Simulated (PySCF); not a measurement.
# SrB⁺: basis, grid and Hamiltonian

Aim: see how much the energy and properties of SrB⁺ depend on the numerical set-up.

Program: PySCF 2.14.0. Level of theory: each script names its method and basis. These are calculated values, not measurements.

6 further runs of the same task are left out: 1 for a known fault of the program, 5 that didn't finish.

## (1) Where the work starts

SrB⁺: 2 atoms, charge 1, spin multiplicity 1.

Bond lengths: Sr1–B2 2.625 Å.

## (2) Base script

Input file input.py:

```python
from pyscf import gto, scf
from pyscf.geomopt.geometric_solver import optimize

mol = gto.M(
    atom='Sr 0 0 0; B 0 0 2.625',
    basis='crenbl',
    ecp={'Sr': 'crenbl', 'B': 'crenbl'},
    charge=1,
    spin=0,
    verbose=3,
)
mf = scf.RHF(mol)
mf.kernel()
mol_eq = optimize(mf, maxsteps=30)
print('optimised geometry (angstrom)')
print(mol_eq.tostring('raw'))
print('orbital energies (hartree):', mf.mo_energy[..., max(0, mol.nelec[1]-3):mol.nelec[0]+3].round(4))
```

Launch:

```bash
$ OMP_NUM_THREADS=1 python input.py
```

The log of this run is left out.

In short: at the starting geometry E(SCF) = -32.604239 Eh, optimised bond 3.292 Å in 8 steps (a long, weak bond or none); the optimisation lowers the energy by 0.814 eV.

## (3) Def2-svp

Edit 1 changes basis set: crenbl → def2-svp. The core potential changes with it: totals don't compare.

Input file input.py:

```python
from pyscf import gto, scf
from pyscf.geomopt.geometric_solver import optimize

mol = gto.M(
    atom='Sr 0 0 0; B 0 0 2.625',
    basis='def2-svp',
    ecp={'Sr': 'def2-svp'},
    charge=1,
    spin=0,
    verbose=3,
)
mf = scf.RHF(mol)
mf.kernel()
mol_eq = optimize(mf, maxsteps=30)
print('optimised geometry (angstrom)')
print(mol_eq.tostring('raw'))
print('orbital energies (hartree):', mf.mo_energy[..., max(0, mol.nelec[1]-3):mol.nelec[0]+3].round(4))
```

Launch:

```bash
$ OMP_NUM_THREADS=1 python input.py
```

## (4) Cartesian functions on

Edit 2 changes Cartesian functions: off → on.

Edit input.py of step 2 so:

```diff
@@ -9,2 +9,3 @@
     spin=0,
+    cart=True,
     verbose=3,
```

## (5) Density fitting auto

Edit 3 changes density fitting: none → auto.

Edit input.py of step 2 so:

```diff
@@ -12,2 +12,3 @@
 mf = scf.RHF(mol)
+mf = mf.density_fit()
 mf.kernel()
```

## (6) Sbkjc

Edit 4 changes basis set: crenbl → sbkjc. The core potential changes with it: totals don't compare.

Edit input.py of step 2 so:

```diff
@@ -5,4 +5,4 @@
     atom='Sr 0 0 0; B 0 0 2.625',
-    basis='crenbl',
-    ecp={'Sr': 'crenbl', 'B': 'crenbl'},
+    basis='sbkjc',
+    ecp={'Sr': 'sbkjc', 'B': 'sbkjc'},
     charge=1,
```

What does the calculation give? Wanted: for each run, E(SCF); from base; after the SCF.

The runs gave:

| run | E(SCF) (hartree) | from base (eV) | functions | after the SCF |
| --- | --- | --- | --- | --- |
| base | -32.604239 | 0 | 36 | bond 3.292 Å, -0.814 eV |
| def2-svp | -54.609778 | not comparable | 37 | bond 2.466 Å, -0.085 eV |
| Cartesian functions on | -32.604239 | 0.0000 | n/a | bond 3.292 Å, -0.814 eV |
| density fitting auto | -32.604569 | -0.0090 | 36 | bond 3.295 Å, -0.820 eV |
| sbkjc | -2.863270 | not comparable | 16 | bond 3.253 Å, -0.732 eV |

SCF columns refer to the geometry typed in the script.

In words: No change of the SCF energy comes from Cartesian functions on.
